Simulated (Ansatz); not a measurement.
# BrCl₂HSn (built from SMILES Br.[Cl][Sn][Cl]): a barrier at many levels of theory

Aim: the barrier and energy of one elementary step (Cl3–H4 formed, Sn1–Cl3 broken, H4–Br5 broken) from LDA up to coupled cluster, on fixed structures, to see where each rung fails.

Method: single points in def2-TZVPP on PBE0-D4/def2-TZVP structures; program: Ansatz 0.2.0, Gaussian basis.

Levels: SPW92, PBE-D4, BLYP-D4, r2SCAN-D4, B97M-V, PBE0-D4, B3LYP-D4, r2SCAN0-D4, BHLYP-D4, CAM-B3LYP-D4, wB97X-V, wB97M-V, B2PLYP, PBE-QIDH, RPA on PBE, Hartree-Fock, MP2, CCSD, CCSD(T). The reference is CCSD(T) at the basis limit, from triple and quadruple zeta. Zero-point energies come from PBE0-D4 vibrations.

Correlated methods freeze the cores. Filled d shells of the heavier atoms are correlated. Core potentials replace the inner electrons past krypton, and spin-orbit coupling is left out. B3LYP uses VWN-RPA correlation. B2PLYP carries no dispersion term here.

13 further runs of the same task are left out: 13 set aside as unsound or not needed.

## Step 1: The three structures

Charge 0, multiplicity 1. The folders r, ts and p hold the start, the saddle and the end; their coordinates stand in the first inputs.

```
   pair  r (Å)  ts (Å)  p (Å)
 Cl3–H4  2.380   1.691  1.302
Sn1–Cl3  2.423   2.567  3.013
 H4–Br5  1.441   1.604  2.464
```

## Step 2: wB97M-V/def2-TZVPP

Contents of r/in.yaml:

```yaml
crystal:
  periodic: [false, false, false]
  atoms:
    - {symbol: Sn, position_ang: [0.802643, 1.116760, 0.598421]}
    - {symbol: Cl, position_ang: [-0.531722, 0.351200, 2.399359]}
    - {symbol: Cl, position_ang: [1.581761, -1.053260, -0.146368]}
    - {symbol: H, position_ang: [-0.450715, -0.742455, -1.344803]}
    - {symbol: Br, position_ang: [-1.401965, 0.327754, -1.506510]}
basis:
  gaussian: {orbitals: def2-TZVPP}
hamiltonian: {xc: {name: wB97M-V}}
```

Contents of ts/in.yaml:

```yaml
crystal:
  periodic: [false, false, false]
  atoms:
    - {symbol: Sn, position_ang: [0.631573, 1.161698, 0.501978]}
    - {symbol: Cl, position_ang: [-0.538965, 0.359223, 2.389933]}
    - {symbol: Cl, position_ang: [1.338246, -1.148768, -0.366163]}
    - {symbol: H, position_ang: [-0.106210, -0.685557, -1.112493]}
    - {symbol: Br, position_ang: [-1.324642, 0.313403, -1.413155]}
basis:
  gaussian: {orbitals: def2-TZVPP}
hamiltonian: {xc: {name: wB97M-V}}
```

Contents of p/in.yaml:

```yaml
crystal:
  periodic: [false, false, false]
  atoms:
    - {symbol: Sn, position_ang: [0.395631, 1.357949, 0.454488]}
    - {symbol: Cl, position_ang: [-0.581074, 0.388555, 2.379520]}
    - {symbol: Cl, position_ang: [1.385093, -1.320975, -0.506675]}
    - {symbol: H, position_ang: [0.239502, -1.111745, -1.089159]}
    - {symbol: Br, position_ang: [-1.439152, 0.686215, -1.238073]}
basis:
  gaussian: {orbitals: def2-TZVPP}
hamiltonian: {xc: {name: wB97M-V}}
```

The command line of these runs was not kept.

Further steps of the session: CCSD(T)/def2-TZVPP; MP2/def2-QZVPP; Vibrations of the start structure; Vibrations of the end structure.

What does the calculation give? Wanted: barrier, CCSD(T)/CBS; reverse barrier, CCSD(T)/CBS; step energy, CCSD(T)/CBS; barrier with zero-point energy; step energy with zero-point energy; imaginary mode at the saddle; largest T1 diagnostic.

As calculated:

| quantity | value |
| --- | --- |
| barrier, CCSD(T)/CBS | 0.146 eV |
| reverse barrier, CCSD(T)/CBS | 0.285 eV |
| step energy, CCSD(T)/CBS | -0.139 eV |
| barrier with zero-point energy | 0.103 eV |
| step energy with zero-point energy | -0.120 eV |
| imaginary mode at the saddle | 180i cm⁻¹ |
| largest T1 diagnostic | 0.012 |

What this shows: B97M-V is the best functional here (+0.007 eV from CCSD(T)/CBS); SPW92 is the worst (-0.328 eV). Mean unsigned error by rung: LDA 0.328, GGA 0.148, meta-GGA 0.079, hybrid 0.075, range-separated hybrid 0.035, double hybrid 0.021 eV. PBE-D4 gives a barrier 0.195 eV too low, outside chemical accuracy (1 kcal/mol, 0.043 eV). The barrier rises with the share of exact exchange, from BLYP-D4 through B3LYP-D4 to BHLYP-D4 (-0.102, -0.038, +0.079 eV). Hartree-Fock, with no correlation, is off by +0.356 eV. Zero-point motion lowers the barrier by 0.042 eV.
